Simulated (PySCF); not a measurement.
# Changing the system itself: GaH⁺

How does GaH⁺ answer to another spin, charge, distance or environment?

Method: method and basis as typed in the scripts; program: PySCF 2.14.0.

1 further run of the same task is left out (it didn't finish).

### 1 The system as given

GaH⁺: 2 atoms, charge 1, spin multiplicity 2.

Bond lengths: Ga1–H2 1.544 Å.

### 2 Base script

Input file input.py:

```python
from pyscf import gto, scf

mol = gto.M(
    atom='Ga 0 0 0; H 0 0 1.544',
    basis='crenbl',
    ecp={'Ga': 'crenbl'},
    charge=1,
    spin=1,
    verbose=4,
)
mf = scf.UHF(mol)
mf.kernel()
mf.dip_moment()
print('orbital energies (hartree):', [e[max(0, n-3):n+3].round(4) for e, n in zip(mf.mo_energy, mol.nelec)])
```

Run with:

```
OMP_NUM_THREADS=1 python input.py
```

Its log is not repeated here.

In short: E(SCF) = -77.819940 Eh, 11 cycles, ⟨S²⟩ = 0.780.

The bond length is a typed value, not an optimised one. The dipole of an ion depends on the origin.

### 3 Electric field 0.001 a.u.

Edit 1 changes electric field: none → 0.001 a.u.

Input file input.py:

```python
from pyscf import gto, scf

mol = gto.M(
    atom='Ga 0 0 0; H 0 0 1.544',
    basis='crenbl',
    ecp={'Ga': 'crenbl'},
    charge=1,
    spin=1,
    verbose=4,
)
mf = scf.UHF(mol)
field = 0.001  # electric field along z, atomic units
h = mf.get_hcore() + field*mol.intor('int1e_r')[2]
mf.get_hcore = lambda *args: h
e_nuc = mol.energy_nuc() - field*mol.atom_charges() @ mol.atom_coords()[:, 2]
mf.energy_nuc = lambda *args: e_nuc
mf.kernel()
mf.dip_moment()
print('orbital energies (hartree):', [e[max(0, n-3):n+3].round(4) for e, n in zip(mf.mo_energy, mol.nelec)])
```

Run with:

```
OMP_NUM_THREADS=1 python input.py
```

### 4 Bond 1.59 Å

Edit 2 changes bond length: 1.544 Å → 1.59 Å.

input.py, as its differences from that of step 2:

```diff
@@ -3,3 +3,3 @@
 mol = gto.M(
-    atom='Ga 0 0 0; H 0 0 1.544',
+    atom='Ga 0 0 0; H 0 0 1.59',
     basis='crenbl',
```

### 5 Charge +2 (singlet)

Edit 3 changes charge: 1 → 2; spin (2S): 1 → 0.

input.py, as its differences from that of step 2:

```diff
@@ -6,4 +6,4 @@
     ecp={'Ga': 'crenbl'},
-    charge=1,
-    spin=1,
+    charge=2,
+    spin=0,
     verbose=4,
```

### 6 Lengths in bohr

Edit 4 changes length unit: angstrom → bohr; bond length: 1.544 Å → 1.544 bohr.

input.py, as its differences from that of step 2:

```diff
@@ -8,2 +8,3 @@
     spin=1,
+    unit='bohr',
     verbose=4,
```

Q: Predict the outcome of this session. Wanted: for each run, E(SCF); from base; gap, α spin.

The runs gave:

| run | E(SCF) (hartree) | from base (eV) | cycles | gap, α spin (eV) |
| --- | --- | --- | --- | --- |
| base | -77.819940 | 0 | 11 | 11.73 |
| electric field 0.001 a.u. | -77.819975 | not comparable | 11 | 11.74 |
| bond 1.59 Å | -77.820725 | -0.0214 | 10 | 11.77 |
| charge +2 (singlet) | -77.197398 | +16.9402 | 9 | 13.35 |
| lengths in bohr (poor choice) | -77.290578 | not comparable | 10 | 10.99 |

In words: At the SCF level, going to the singlet with one electron fewer costs 16.94 eV at fixed geometry. Rows marked «poor choice» come from settings spoiled on purpose.
